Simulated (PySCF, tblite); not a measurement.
# C10H7O2−: excited states

What do calculations give for the excited states of C10H7O2− (`CC(=O)c1cc([O-])c2c(c1)C=C2`)?

Computed with tblite 0.8.0 and PySCF 2.14.0 and routines of our own; the level stands in each step. Atoms count from 0.

## (1) The starting structure

19 atoms, charge -1, multiplicity 1; geometry from: force field or distance geometry start.

## (2) Relaxing the molecule with GFN2-xTB

The job: settings as JSON, then the geometry in Å.

```
{"job": {"kind": "relax", "xc": "GFN2-xTB", "basis": "xTB"}, "charge": -1, "multiplicity": 1}
C     -3.186400     0.114200     0.335500
C     -2.099100    -0.788700    -0.152700
O     -2.344300    -1.916500    -0.583200
C     -0.682100    -0.310200    -0.081100
C     -0.359900     0.982400     0.448700
C      0.952400     1.496600     0.533500
O      1.237600     2.654900     0.988700
C      1.860400     0.577600     0.073600
C      1.578600    -0.669700    -0.421100
C      0.322700    -1.181900    -0.519400
C      3.033100    -0.920800    -0.661600
C      3.320500     0.318600    -0.166800
H     -3.222400     1.034500    -0.249500
H     -3.063000     0.340700     1.395800
H     -4.161200    -0.380100     0.214600
H     -1.155400     1.644800     0.800500
H      0.128400    -2.162800    -0.913500
H      3.619600    -1.744800    -1.055000
H      4.210700     0.920400     0.005600
```

On the command line:

```bash
OMP_NUM_THREADS=1 python excited_run.py task.json out
```

One launch serves the whole session: the jobs run in the order shown.

Output:

```text
step      E/eV     max force
  0    -903.90710    2.659
  1    -904.09863    1.855
  2    -904.14290    0.517
  3    -904.15371    0.377
  4    -904.16664    0.291
  5    -904.17847    0.306
  6    -904.18424    0.210
  7    -904.18760    0.123
  8    -904.18946    0.100
  9    -904.19076    0.101
 10    -904.19154    0.076
 11    -904.19194    0.050
 12    -904.19214    0.038
 13    -904.19228    0.035
 14    -904.19244    0.038
 15    -904.19255    0.029
 16    -904.19263    0.018
 17    -904.19268    0.017
 18    -904.19273    0.019
 19    -904.19277    0.018
 20    -904.19279    0.012
 21    -904.19281    0.010
 22    -904.19283    0.012
 23    -904.19285    0.011
 24    -904.19286    0.008
```

Run time: 0.23 s. Hardware: 1 thread of Arm Neoverse V1, shared host.

Relaxation path:

| step | energy from step 0 (eV) | largest force (eV/Å) |
| --- | --- | --- |
| 0 | 0.0000 | 2.6593 |
| 1 | -0.1915 | 1.8550 |
| 2 | -0.2358 | 0.5174 |
| 3 | -0.2466 | 0.3768 |
| 4 | -0.2595 | 0.2911 |
| 5 | -0.2714 | 0.3056 |
| 6 | -0.2771 | 0.2102 |
| 7 | -0.2805 | 0.1225 |
| 8 | -0.2824 | 0.1004 |
| 9 | -0.2837 | 0.1010 |
| 10 | -0.2844 | 0.0760 |
| 11 | -0.2848 | 0.0501 |
| 12 | -0.2850 | 0.0377 |
| 13 | -0.2852 | 0.0347 |
| 14 | -0.2853 | 0.0376 |
| 15 | -0.2854 | 0.0289 |
| 16 | -0.2855 | 0.0182 |
| 17 | -0.2856 | 0.0170 |
| 18 | -0.2856 | 0.0188 |
| 19 | -0.2857 | 0.0179 |
| 20 | -0.2857 | 0.0122 |
| 21 | -0.2857 | 0.0103 |
| 22 | -0.2857 | 0.0124 |
| 23 | -0.2858 | 0.0112 |
| 24 | -0.2858 | 0.0081 |

Distances of close pairs at the start and the end, largest changes first:

| bond | before (Å) | after (Å) | change (Å) |
| --- | --- | --- | --- |
| C3–C4 | 1.434 | 1.382 | -0.051 |
| C7–C8 | 1.371 | 1.421 | +0.050 |
| C4–C5 | 1.412 | 1.462 | +0.050 |
| C1–C3 | 1.497 | 1.455 | -0.042 |
| C3–C9 | 1.401 | 1.440 | +0.039 |
| C5–C7 | 1.371 | 1.404 | +0.033 |
| C0–C1 | 1.495 | 1.525 | +0.029 |
| C5–O6 | 1.277 | 1.254 | -0.023 |

The end geometry stands in the next job.

## (3) Harmonic vibrations with GFN2-xTB

The job: settings as JSON, then the geometry in Å.

```
{"job": {"kind": "ir", "xc": "GFN2-xTB", "basis": "xTB"}, "charge": -1, "multiplicity": 1}
C     -3.190595     0.119718     0.338794
C     -2.069050    -0.792727    -0.144615
O     -2.357684    -1.903170    -0.583682
C     -0.703037    -0.298525    -0.062004
C     -0.388640     0.953566     0.432405
C      0.951171     1.526527     0.549683
O      1.140197     2.676713     1.010844
C      1.901290     0.605741     0.079874
C      1.583407    -0.682755    -0.429164
C      0.337810    -1.179503    -0.524254
C      3.059630    -0.917721    -0.659853
C      3.340662     0.308408    -0.173215
H     -3.198779     1.043442    -0.235474
H     -3.052386     0.362424     1.390029
H     -4.142886    -0.392627     0.209877
H     -1.179508     1.606965     0.777760
H      0.072888    -2.153443    -0.907774
H      3.634287    -1.738085    -1.053550
H      4.251421     0.864307    -0.023144
```

Output:

```text
mode    cm-1     km/mol
  1      45.8     10.43
  2      98.2      1.90
  3     161.1      5.09
  4     180.0      9.86
  5     189.7      0.07
  6     232.6      4.12
  7     273.2      1.04
  8     309.9      1.51
  9     337.7      0.31
 10     400.8      0.94
 11     465.7      0.24
 12     480.4      4.55
 13     571.3      2.33
 14     577.8     16.02
 15     608.1      0.45
 16     621.2     10.00
 17     672.4      9.62
 18     676.1      7.46
 19     685.9      3.38
 20     791.8      0.26
 21     824.7      4.65
 22     827.1     24.30
 23     841.9      2.68
 24     903.1     29.19
 25     975.1     59.29
 26     978.9     18.54
 27     984.7      9.79
 28    1006.5      9.43
 29    1048.1     18.28
 30    1095.0      3.97
 31    1147.3     24.89
 32    1184.5      0.57
 33    1232.9    222.73
 34    1259.3      9.61
 35    1357.3     24.56
 36    1364.3     77.57
 37    1445.0     63.00
 38    1477.6     29.69
 39    1482.1      3.94
 40    1483.1    261.56
 41    1543.0     71.72
 42    1630.9   1097.61
 43    1659.8    139.14
 44    1697.8    168.74
 45    3021.5     58.44
 46    3021.7     30.69
 47    3024.2      9.66
 48    3057.6     64.34
 49    3065.8     75.43
 50    3075.0     45.51
 51    3086.8    230.55
```

Run time: 0.96 s. Hardware: 1 thread of Arm Neoverse V1, shared host.

Which atoms move in the most intense modes:

| cm⁻¹ | km/mol | atoms |
| --- | --- | --- |
| 1233 | 222.7 | C1 35 %, H15 21 %, C3 13 % |
| 1364 | 77.6 | C3 27 %, C7 12 % |
| 1483 | 261.6 | C3 30 %, C4 22 %, H12 14 %, H13 11 % |
| 1631 | 1097.6 | C1 31 %, C5 19 %, O2 18 % |
| 1660 | 139.1 | C1 31 %, C5 24 %, O2 17 % |
| 1698 | 168.7 | C8 46 %, C9 20 %, C7 11 %, C5 10 % |
| 3066 | 75.4 | H18 50 %, H17 42 % |
| 3087 | 230.6 | H17 49 %, H18 40 % |

## (4) Excited states: TDA B3LYP/def2-SVP

Settings changed since step 3:

```diff
@@ -1,2 +1,2 @@
-{"job": {"kind": "ir", "xc": "GFN2-xTB", "basis": "xTB"}, "charge": -1, "multiplicity": 1}
+{"job": {"kind": "states", "xc": "B3LYP", "basis": "def2-SVP", "tda": true, "soc": true, "nstates": 5, "ntriplets": 4, "nquad": 4}, "charge": -1, "multiplicity": 1}
 C     -3.190595     0.119718     0.338794
```

Method: TDA B3LYP/def2-SVP excited states, vertical, gas phase, spin-orbit mean-field couplings.

Output:

```text
coarse grid: 17376 points
cycle   1  E = -534.8360469028  dE =  2.296e+00  |g| = 1.222e+00  |ddm| = 5.734e+00
cycle   2  E = -531.6429779390  dE =  3.193e+00  |g| = 3.292e+00  |ddm| = 7.570e+00
cycle   3  E = -534.9044015203  dE = -3.261e+00  |g| = 9.519e-01  |ddm| = 6.500e+00
cycle   4  E = -535.1428688313  dE = -2.385e-01  |g| = 2.595e-01  |ddm| = 1.508e+00
cycle   5  E = -535.1374042795  dE =  5.465e-03  |g| = 2.769e-01  |ddm| = 6.454e-01
cycle   6  E = -535.1584614818  dE = -2.106e-02  |g| = 7.283e-02  |ddm| = 4.363e-01
cycle   7  E = -535.1598751239  dE = -1.414e-03  |g| = 2.715e-02  |ddm| = 1.310e-01
cycle   8  E = -535.1600468973  dE = -1.718e-04  |g| = 1.149e-02  |ddm| = 5.489e-02
cycle   9  E = -535.1600817469  dE = -3.485e-05  |g| = 2.648e-03  |ddm| = 1.648e-02
cycle  10  E = -535.1600830350  dE = -1.288e-06  |g| = 1.570e-03  |ddm| = 4.110e-03
final grid: 172104 points
cycle  11  E = -535.2759039664  dE = -4.640e-05  |g| = 7.542e-03  |ddm| = 6.861e-02
cycle  12  E = -535.2758478969  dE =  5.607e-05  |g| = 1.664e-02  |ddm| = 3.244e-02
cycle  13  E = -535.2759160461  dE = -6.815e-05  |g| = 3.002e-03  |ddm| = 2.644e-02
cycle  14  E = -535.2759184928  dE = -2.447e-06  |g| = 6.919e-04  |ddm| = 4.767e-03
cycle  15  E = -535.2759186139  dE = -1.211e-07  |g| = 1.624e-04  |ddm| = 1.197e-03
cycle  16  E = -535.2759186193  dE = -5.392e-09  |g| = 9.354e-05  |ddm| = 3.034e-04
cycle  17  E = -535.2759186211  dE = -1.826e-09  |g| = 2.833e-05  |ddm| = 1.574e-04
cycle  18  E = -535.2759186213  dE = -1.774e-10  |g| = 8.715e-06  |ddm| = 4.979e-05
converged SCF energy = -535.2759186213

Singlet excitations
state   eV       nm        f     d(h-e)  d(exc)  Lambda  PR(NTO)  |dmu|/D   mu/D   main configurations
  1   2.1322   581.5   0.09432   1.099   3.457   0.665   1.072    1.549    1.382   H->L 0.87
  2   2.2626   548.0   0.00011   2.497   3.864   0.309   1.003    4.630    1.874   H-1->L 0.99
  3   2.9915   414.5   0.02748   2.415   4.192   0.515   1.032    4.300    1.956   H->L+1 0.93
  4   3.2848   377.4   0.01822   0.799   3.540   0.719   1.077    2.625    2.826   H-2->L 0.93
  5   3.6748   337.4   0.00004   2.598   4.197   0.185   1.154                     H-1->L+1 0.91

Triplet excitations (Tamm-Dancoff)
state   eV     d(h-e)  d(exc)  Lambda  PR(NTO)   main configurations
  1   0.9626   1.039   3.435   0.671   1.017   H->L 0.96
  2   2.1264   2.421   3.817   0.309   1.005   H-1->L 0.99
  3   2.1470   0.253   3.168   0.702   1.250   H-2->L 0.85, H->L+1 0.08
  4   2.4915   1.556   3.856   0.533   1.236   H->L+1 0.85, H-2->L 0.10
S1 - T1 = 1.1695 eV

Spin-orbit couplings |<S|Hso|T>| (cm-1)
             T1       T2       T3       T4
S0        0.022   16.662    0.235    0.038
S1        0.053   30.427    0.350    0.016
S2       29.298    0.264   14.247    0.863
S3        0.007    7.807    0.099    0.010
S4        0.043   15.421    0.193    0.007
S5        1.458    0.083    4.593   28.232
T1 sublevels (cm-1): 0.000 0.000 0.009   radiative rates (1/s): 0.000135 0.000252 0.0184
```

Wall time 87 s (1 thread of Arm Neoverse V1, shared host); peak memory 0.92 GiB.

From this job:

| quantity | value |
| --- | --- |
| S1 less T1 | 1.17 eV |

The fields below are evaluated on a grid from the run's orbitals.

Frontier orbitals at B3LYP/def2-SVP, with the share of their density that lies nearest to each atom:

| orbital | energy (eV) | lies on |
| --- | --- | --- |
| HOMO | -0.28 | O6 30 %; C7 30 %; C10 14 % |
| LUMO | 2.08 | C4 18 %; C1, C10 about 12 % each; O2 12 % |

ELF in a plane through or near 17 of the atoms.

Ten even steps from '0' (0.00) to '9' (1.00):
```
0000000000000000000000000000
0000000000000000000000000000
0000000000122100000000000000
0000000003677630000000000000
0000000006877840000000000000
0000000003766601880000000000
0001882000253428991000000000
0007998444863847990121000000
0018999595274742511564100000
0002783965460288304345761000
0000017843552329878839995000
0000015239526394821649995000
0000389868571351268500660000
0000899942118981484871000000
0000699810019991698862000000
0000025200008970255420000000
0000000000001210000000000000
0000000000000000000000000000
0000000000000000000000000000
0000000000000000000000000000
```
The map spans 13.7 Å across and 11.0 Å up, centred on the molecule. Atoms in the plane (x, y in Å): C0 (3.2, 0.1), C1 (2.0, -0.9), O2 (2.3, -2.1), C3 (0.7, -0.3), C4 (0.4, 1.0), C5 (-0.9, 1.7), O6 (-1.0, 2.9), C7 (-1.9, 0.7), C8 (-1.6, -0.7), C9 (-0.4, -1.3), C10 (-3.1, -1.0), C11 (-3.3, 0.4), H14 (4.1, -0.5), H15 (1.3, 1.7), H16 (-0.2, -2.3), H17 (-3.7, -1.9), H18 (-4.2, 1.0).

On the surface of density 0.002 e/bohr³ the electrostatic potential runs, from the 1st to the 99th percentile, from -5.86 V near O6 to -2.20 V near H14.

## (5) What came out

| quantity | value |
| --- | --- |
| strongest single infrared mode (GFN2-xTB) | 1631 cm⁻¹, 1098 km/mol |
| zero-point energy (GFN2-xTB) | 84.6 kcal/mol |
| S1 less T1 (step 4, TDA B3LYP/def2-SVP) | 1.17 eV |

**Reading.** All 51 modes are real, so the xTB geometry is a minimum. The strongest single mode, at 1631 cm⁻¹, has its largest shares on C1, C5 and O2 (the list is cut at 3 atoms). Unscaled tight-binding wavenumbers are off by several per cent, some by more. Its intensities can rank the bands wrongly. The anion's LUMO lies above zero, so it is an unbound level set by the basis, and the orbital gap is no excitation or fundamental gap. For an anion in the gas phase, states above the energy of detachment are held by the basis alone, so excitations and responses hang on it. In step 4, the number of triplets below S1 is 2, and the largest singlet-triplet spin-orbit coupling is S1–T2, 30.43 cm⁻¹.
